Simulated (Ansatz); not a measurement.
# Platinum, beta-Sn type under m-r²SCAN: ground state and equation of state

The plan for platinum in the beta-Sn type structure: relax it, solve it on a dense k-mesh, then scale the cell to 7 volumes from 88 to 112 % of the relaxed one and try a fit of the equation of state. The start is ferromagnetic. The k-meshes are 13×13×9 for the relaxation; 20×20×14 for the dense run; 14×14×10 for the volumes.

Method: DFT m-r2SCAN, plane waves (500 eV) with PAW, scalar-relativistic; PAW files made under PBE, frozen cores solved again for the functional; m-r²SCAN is r²SCAN on the gauge-invariant kinetic-energy density, in Ansatz 0.2.0.

### 1 Starting point

Symmetry: I4_1/amd, No. 141, tetragonal system. Conventional cell: a = 4.879 Å, b = 4.879 Å, c = 2.664 Å, α = 90.00°, β = 90.00°, γ = 90.00°. Pt (site symmetry -4m2) is surrounded by 6 Pt at 2.53 to 2.66 Å.

Structure file:

```xyz
2
Lattice="-2.4393 2.4393 1.3319 2.4393 -2.4393 1.3319 2.4393 2.4393 -1.3319" Properties=species:S:1:pos:R:3 pbc="T T T"
Pt    0.0000    0.0000    0.0000
Pt    0.0000    2.4393    0.6659
```

The atoms start with moments of +1 ×2 μB.

### 2 Geometry optimisation

File input.yaml:

```yaml
crystal:
  lattice:
    - [-2.4392984224, 2.4392984224, 1.3318569387]
    - [2.4392984224, -2.4392984224, 1.3318569387]
    - [2.4392984224, 2.4392984224, -1.3318569387]
  atoms:
    - { symbol: Pt, position: [0.0, 0.0, 0.0], spin: 1.0 }
    - { symbol: Pt, position: [0.75, 0.25, 0.5], spin: 1.0 }
hamiltonian:
  xc: mr2scan
  pseudopotentials:
    kind: paw
    azcp:
      Pt: "pseudopotentials/Pt.paw.azcp"
basis:
  ecutwfc: 500
  fft_grid_basis: typed
kpoints:
  mp_grid: { grid: [13, 13, 9], shift: [0, 0, 0] }
magnetization:
  spin_polarized: true
scf:
  occupations: { method: fermi_dirac, width: 0.05 }
relax:
  max_steps: 60
  f_tol: 0.01
  cell: {}
output:
  write_density: true
  write_potential: true
  elf: true
  volumetric_format: npy
```

Started as:

```bash
ansatz run input.yaml --threads 2 --pin off --max-ram 6144MiB --backend cpu --events-out ev --progress --plain --runs-dir out
```

Further steps of the session: Dense single point; At 88 % of the relaxed volume; At 92 % of the relaxed volume; At 96 % of the relaxed volume; At 100 % of the relaxed volume; At 104 % of the relaxed volume; At 108 % of the relaxed volume; At 112 % of the relaxed volume.

What does the calculation give? Wanted: space group; conventional cell; volume; shortest distance; gap on the mesh; magnetic state; relative to fcc; V₀, B₀, B₀′.

As calculated:

| quantity | value |
| --- | --- |
| space group (spins left aside) | Cmcm (No. 63) |
| conventional cell | a = 2.709 Å, b = 6.642 Å, c = 3.640 Å |
| volume | 16.374 Å³/atom |
| shortest distance | 2.600 Å |
| gap on the mesh | none (levels filled in part) |
| magnetic state | non-magnetic |
| relative to fcc | +127 meV/atom |
| V₀, B₀, B₀′ | 16.365 Å³/atom, 243 GPa, 5.4 |

From the guessed start the volume grew by 3.3 % in 15 steps. What began as beta-Sn type has relaxed into Cmcm. What follows belongs to that structure, not to the type named at the start. The mesh has less symmetry than the lattice, which may have let the distortion in. It lies 127 meV/atom above the element's reference form at the same level (fcc, from a run of its own). The starting moments do not survive. No gap shows: it is a metal or semimetal at this level. The fitted modulus is 243 GPa; letting shape and positions relax at each volume could only lower it.
